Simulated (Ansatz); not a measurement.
The system is In3As.

```
CELL_PARAMETERS angstrom
4.67168 0.00000 0.00000
0.00000 4.67168 0.00000
0.00000 0.00000 4.67168
ATOMIC_POSITIONS crystal
In 0.50000 0.50000 0.00000
In 0.50000 0.00000 0.50000
In 0.00000 0.50000 0.50000
As 0.00000 0.00000 0.00000
```

The cell comes from a database or a generator and needn't be the stable form of this composition.

| Item | Value |
| --- | --- |
| Program | Ansatz 0.2.0 |
| Task | single point |
| Functional | PBEsol |
| Potentials or basis | Ansatz PAW |
| Cutoff | 420 eV (not typed: the program's choice for these potentials) |
| k mesh | 6 × 6 × 6 |
| Occupations | fermi-dirac, width 0.05 eV |
| Spin | no spin polarisation |

On this cell: pressure -2.4 GPa; largest force zero by symmetry; band gap on the k mesh none (metal or under the smearing width).

The same run follows on a disturbed copy (atoms moved at random, drawn with an rms of 0.05 Å):

```xyz
4
Lattice="4.6717 0.0000 0.0000 0.0000 4.6717 0.0000 0.0000 0.0000 4.6717" Properties=species:S:1:pos:R:3 pbc="T T T"
In    2.3492    2.3265   -0.0416
In    2.3066   -0.0548    2.3151
In   -0.0457    2.3241    2.3837
As   -0.0050    0.0390   -0.0137
```

Problem. What does the disturbed cell give?

Solution. The energy (extrapolated to zero smearing) moves by +1.2 meV/atom; pressure -2.3 GPa; largest force 0.178 eV/Å; band gap on the k mesh none (metal or under the smearing width).

Forces in eV/Å, atoms in the order of the input:
```
In  -0.068 -0.072  0.148
In  -0.050  0.063 -0.069
In   0.084 -0.070 -0.092
As   0.033  0.078  0.014
```

Stress tensor (GPa, compression positive):
```
-2.32 -0.03 -0.05
-0.03 -2.37 -0.04
-0.05 -0.04 -2.32
```

Caveats: the PAW data sets come from PBE, with cores solved anew for the run's functional, which leaves a small shift of forces and pressure.
